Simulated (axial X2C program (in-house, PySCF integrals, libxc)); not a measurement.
# BaC⁺: properties at the nuclei

Wanted for BaC⁺: properties at the nuclei, at the two-component level.

Method: two-component X2C with atomic mean-field terms, Ba dyall-cv3z, C dyall-v3z; program: an in-house X2C program for linear molecules on PySCF integrals.

All values are calculated.

## Step 1: The job

Input file task.json:

```json
{"zs": [56, 6], "q": 1, "bas": ["dyall-cv3z", "dyall-v3z"], "r0": 2.28, "levels": ["PBE0", "HF", "PBE50", "B3LYP", "r2SCAN"], "nst": 3}
```

Keys: zs atomic numbers; q charge; bas basis sets; r0 starting distance in Å; levels methods (HF also brings MP2); nst determinants followed.

Started as:

```bash
> python soeom.py task.json out
```

Further steps of the session: Expectation values, lowest determinant; Expectation values, a higher determinant; Expectation values, a higher determinant.

**Question.** What will these runs give? Wanted: lowest determinant; Eeff magnitude; Ws magnitude Ba; A∥/gI Ba; qzz Ba; higher determinant (for each run or level that gives them).

The runs gave:

| quantity | value |
| --- | --- |
| lowest determinant | Ω = 3/2 (excess of +ω over −ω: ω = 3/2) |
| Eeff magnitude (GV/cm), PBE0 | 2.13 |
| Ws magnitude Ba (kHz), PBE0 | 1.15 |
| A∥/gI Ba (MHz), PBE0 | 165 |
| qzz Ba (a.u.), PBE0 | -1.47 |
| higher determinant | Ω = 1/2 (excess of +ω over −ω: 2 × ω = -1/2, ω = 3/2) |
| Eeff magnitude (GV/cm), PBE0, higher determinant | 3.52 |
| Ws magnitude Ba (kHz), PBE0, higher determinant | 4.77 |
| A∥/gI Ba (MHz), PBE0, higher determinant | -902 |
| qzz Ba (a.u.), PBE0, higher determinant | -1.23 |
| higher determinant | Ω = 1/2 (excess of +ω over −ω: ω = 1/2) |
| Eeff magnitude (GV/cm), PBE0, higher determinant | 3.11 |
| Ws magnitude Ba (kHz), PBE0, higher determinant | 4.47 |
| A∥/gI Ba (MHz), PBE0, higher determinant | 755 |
| qzz Ba (a.u.), PBE0, higher determinant | -1.39 |

In the first state, the effective field runs from 2.1 to 2.28 GV/cm over the mean-field levels. The expectation values come from single determinants, which for open shells can mix terms of unlike spin or miss the lowest Ω, so a determinant need not be a state. Eeff is the effective electric field on the electron dipole moment in this Ω state and Ws the scalar–pseudoscalar constant (defined with the proton number Z and per Ω); A∥ is the parallel hyperfine constant, which follows by multiplying with the nuclear g factor gI = μI/(I μN); qzz is the electric field gradient, eQq0 = 234.96 MHz × Q/barn × qzz. The operators were transformed with the bare-nucleus X2C matrices.
